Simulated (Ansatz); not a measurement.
# GaGe3: the cost of one run

All numbers are computed with Ansatz 0.2.0, driven from Python. Level of theory: DFT PBE, plane waves, PAW.

**1. The system**

The structure is cubic, space group Pm-3m (No. 221). Conventional cell: a = 4.278 Å, b = 4.278 Å, c = 4.278 Å, α = 90.00°, β = 90.00°, γ = 90.00°. Ga (site symmetry m-3m) has 12 Ge at 3.03 Å as nearest neighbours. Ge (site symmetry 4/mmm) has 4 Ga at 3.03 Å and 8 Ge at 3.03 Å as nearest neighbours.

gage3.cif, read by the script:

```cif
data_GaGe3
_cell_length_a 4.278466
_cell_length_b 4.278466
_cell_length_c 4.278466
_cell_angle_alpha 90.00000
_cell_angle_beta 90.00000
_cell_angle_gamma 90.00000
_symmetry_space_group_name_H-M 'P 1'
_symmetry_Int_Tables_number 1
loop_
_symmetry_equiv_pos_as_xyz
'x, y, z'
loop_
_atom_site_label
_atom_site_type_symbol
_atom_site_fract_x
_atom_site_fract_y
_atom_site_fract_z
Ga1 Ga    0.000000    0.000000    0.000000
Ge2 Ge    0.000000    0.500000    0.500000
Ge3 Ge    0.500000    0.000000    0.500000
Ge4 Ge    0.500000    0.500000    0.000000
```

**2. Script**

The input, gage3.py:

```python
'''Smearing width test for GaGe3.'''

import argparse

import ansatz as az
from ase.io import read
import matplotlib.pyplot as plt

parser = argparse.ArgumentParser(description='Smearing width test for GaGe3.')
parser.add_argument('--kmesh', type=int, nargs=3, default=[6, 6, 6], help='k-point sampling')
args = parser.parse_args()


def main() -> None:
    atoms = read('gage3.cif')
    structure = az.Crystal.from_ase(atoms)

    setup = structure.calculation().basis(38 * az.Ry).kpoints(*args.kmesh)

    rows = []
    for value in [0.25, 0.15, 0.1, 0.05, 0.025]:
        r = setup.occupations('fermi_dirac', width=value).run().report
        rows.append((value, r['free_energy_ev'] / len(r['lattice']['sites']), r['n_iterations'], r['n_kpoints']))

    print('  width (eV)   F/atom (eV)    iterations      k-points')
    for row in rows:
        print(f'{str(row[0]):>12s}  {row[1]:12.5f}  {row[2]:12d}  {row[3]:12d}')

    # the last row is the reference
    for row in rows[:-1]:
        shift = 1000 * (row[1] - rows[-1][1])
        print(f'{row[0]}: {shift:+.2f} meV/atom' + ('  (within 1 meV)' if abs(shift) < 1 else ''))
    plt.figure(figsize=(4.5, 3))
    plt.plot([str(row[0]) for row in rows], [1000 * (row[1] - rows[-1][1]) for row in rows], 'o-')
    plt.xlabel('width (eV)')
    plt.ylabel('F - F(last) (meV/atom)')
    plt.tight_layout()
    plt.savefig('smear.png', dpi=100)


if __name__ == '__main__':
    main()
```

**3. The calls as engine input**

The package turns the script's settings into the engine's input (first run):

```yaml
crystal:
  lattice:
    - [4.278466, 0.0, 0.0]
    - [0.0, 4.278466, 0.0]
    - [0.0, 0.0, 4.278466]
  atoms:
    - { symbol: Ga, position: [0.0, 0.0, 0.0] }
    - { symbol: Ge, position: [0.0, 0.5, 0.5] }
    - { symbol: Ge, position: [0.5, 0.0, 0.5] }
    - { symbol: Ge, position: [0.5, 0.5, 0.0] }
basis:
  ecutwfc: 517.016338673772
kpoints:
  mp_grid:
    grid: [6, 6, 6]
scf:
  occupations:
    method: fermi_dirac
    width: 0.25
```

**4. Running it**

Started as:

```console
python gage3.py
```

**Question.** How long does this script take on 1 thread of Arm Neoverse V1, shared host, and how much memory does it need?

About 18 s, with a peak of 0.5 GiB.
